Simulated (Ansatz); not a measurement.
This script for Ansatz 0.2.0, Python API starts 3 runs on BSe (charge -1). What input does the engine get in each?

Script `cas_bse.py`:
```python
'''Active-space calculation on BSe(-).'''

import warnings

import ansatz as az

BASIS = 'def2-SVP'
NET_CHARGE = -1

warnings.simplefilter('ignore', az.DeckWarning)

geometry_ang = [
    ('B', [0.0, 0.0, 0.0]),
    ('Se', [0.0, 0.0, 5.03]),
]
mol = az.Crystal.molecule()
for symbol, xyz in geometry_ang:
    mol = mol.atom(symbol, xyz)

job = (
    mol.calculation()
    .basis(gaussian=BASIS)
    .charge(NET_CHARGE)
    .correlation(active_electrons=4, active_orbitals=5)
)
for method in [None, 'sc_nevpt2', 'fic_mrcisd_q']:
    r = (job if method is None else job.correlation(method)).run(threads=1).report
    space = r['configurations']
    state = space['states'][0]
    print(method or 'casscf', f'total {r["free_energy_ev"] / 27.211386246:.6f} Ha, active-space state {state["energy"]["hartree"]:.6f} Ha, mean field {r["reference_energy_ev"] / 27.211386246:.6f} Ha')
    print('  determinants', state['n_determinants'], ' natural occupations', [round(n, 3) for n in space['natural_occupations']])
```

Run 1:
```yaml
crystal:
  periodic: [false, false, false]
  atoms:
    - { symbol: B, position_ang: [0.0, 0.0, 0.0] }
    - { symbol: Se, position_ang: [0.0, 0.0, 5.03] }
basis:
  gaussian:
    orbitals: def2-SVP
total_charge: -1.0
correlation:
  active_space:
    window:
      electrons: 4
      orbitals: 5
```

Run 2, against run 1:
```diff
+  method: sc_nevpt2
```

Run 3, against run 1:
```diff
+  method: fic_mrcisd_q
```

```console
$ python cas_bse.py
casscf total -2424.075011 Ha, active-space state -2424.075011 Ha, mean field -2423.920310 Ha
  determinants 100  natural occupations [1.888, 1.015, 0.985, 0.058, 0.055]
sc_nevpt2 total -2424.306753 Ha, active-space state -2424.074930 Ha, mean field -2423.920310 Ha
  determinants 52  natural occupations [1.887, 1.015, 0.985, 0.058, 0.055]
fic_mrcisd_q total -2424.319345 Ha, active-space state -2424.074930 Ha, mean field -2423.920310 Ha
  determinants 52  natural occupations [1.887, 1.015, 0.985, 0.058, 0.055]
```

Reading the output:
- The input holds a mistake (one atom is pulled far from the rest), so what it prints is no property of BSe.
- The geometry is a force-field or estimated start, not a minimum of this method, and the basis set is short of its limit. The active space starts as a window about the frontier orbitals and is then optimised, not chosen by chemistry.
- The spin state was assumed, and another may lie lower.
- Anions want diffuse functions, which this basis lacks.
- Finished in 29 s on 1 thread of Arm Neoverse V2, with other jobs on the host, peak memory 0.18 GiB.
